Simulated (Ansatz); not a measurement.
# TiOs: the cost of one run

Program: Ansatz 0.2.0. Level of theory: DFT r2SCAN, scalar-relativistic, plane waves, PAW. These are calculated values, not measurements.

## 1. Starting point

Symmetry: Pm-3m, No. 221, cubic system. Conventional cell: a = 3.080 Å, b = 3.080 Å, c = 3.080 Å, α = 90.00°, β = 90.00°, γ = 90.00°. Ti (site symmetry m-3m) is surrounded by 8 Os at 2.67 Å. Around Os (site symmetry m-3m) lie 8 Ti at 2.67 Å.

As a file:

```cif
data_structure
_symmetry_space_group_name_H-M 'P 1'
_symmetry_Int_Tables_number 1
_cell_length_a 3.0800
_cell_length_b 3.0800
_cell_length_c 3.0800
_cell_angle_alpha 90.000
_cell_angle_beta 90.000
_cell_angle_gamma 90.000
_cell_volume 29.22
loop_
_atom_site_label
_atom_site_type_symbol
_atom_site_fract_x
_atom_site_fract_y
_atom_site_fract_z
_atom_site_occupancy
Ti1 Ti 0.50000 0.50000 0.50000 1
Os1 Os 0.00000 0.00000 0.00000 1
```

No relaxation comes first: the listed cell is the starting point.

## 2. The reference: the undisturbed cell on the scan's mesh

File input.yaml:

```yaml
crystal:
  lattice:
    - [3.08, 0.0, 0.0]
    - [0.0, 3.08, 0.0]
    - [0.0, 0.0, 3.08]
  atoms:
    - { symbol: Ti, position: [0.5, 0.5, 0.5] }
    - { symbol: Os, position: [0.0, 0.0, 0.0] }
basis:
  ecutwfc: 500
kpoints:
  mp_grid: { grid: [18, 18, 18] }
hamiltonian:
  xc: r2scan
scf:
  occupations: { method: gaussian, width: 0.15 }
output:
  forces: true
  stress: true
  eigenvalues: true
```

Command:

```bash
> ansatz run input.yaml --threads 1 --pin off --max-ram 2560MiB --backend cpu --events-out ev --progress --plain --runs-dir out
```

**Question.** How long does this run take on 1 thread of Arm Neoverse V1, shared host, and how much memory does it need?

About 17 s, with a peak of 0.46 GiB.
